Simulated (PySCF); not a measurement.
# C7H8BN: the cost of one run

Programs: PySCF 2.14.0, with routines of our own; each step states its level. All values are computed. Atoms count from 0.

## (1) The starting structure

17 atoms, charge 0, multiplicity 1; geometry from: GFN2-xTB.

## (2) Magnetic properties: GIAO B3LYP/pcSseg-1

Job settings and geometry (Å):

```
{"job": {"kind": "mag", "xc": "B3LYP", "basis": "pcSseg-1", "isotopologues": 0}, "charge": 0, "multiplicity": 1}
C     -3.628629    -0.081067    -0.369484
C     -2.538271     0.561883    -0.793222
B     -1.103230     0.200667    -0.341113
C     -0.900857    -0.977759     0.599776
N     -0.761664    -1.873721     1.305655
C      0.140822     1.021288    -0.867937
C      1.399182     0.765176    -0.191909
C      2.424629     0.548234     0.388798
C      3.667394     0.288249     1.083661
H     -4.625454     0.188205    -0.685013
H     -3.559405    -0.907825     0.320452
H     -2.681300     1.385848    -1.486088
H      0.266506     0.782224    -1.933021
H     -0.067134     2.097206    -0.834980
H      3.720605     0.895341     1.987242
H      4.516620     0.531319     0.444619
H      3.723189    -0.763775     1.362651
```

With the program's defaults for keys left out, this is: GIAO B3LYP/pcSseg-1 magnetisability, rotational g tensor and spin-rotation constants, non-relativistic, gas phase.

On the command line:

```console
OMP_NUM_THREADS=1 python excited_run.py task.json out
```

This one command runs all jobs of the session in turn.

Q: Estimate the wall time and peak memory of this first job on 1 thread of Arm Neoverse N1, shared host.

About 56 s, with a peak of 0.91 GiB.
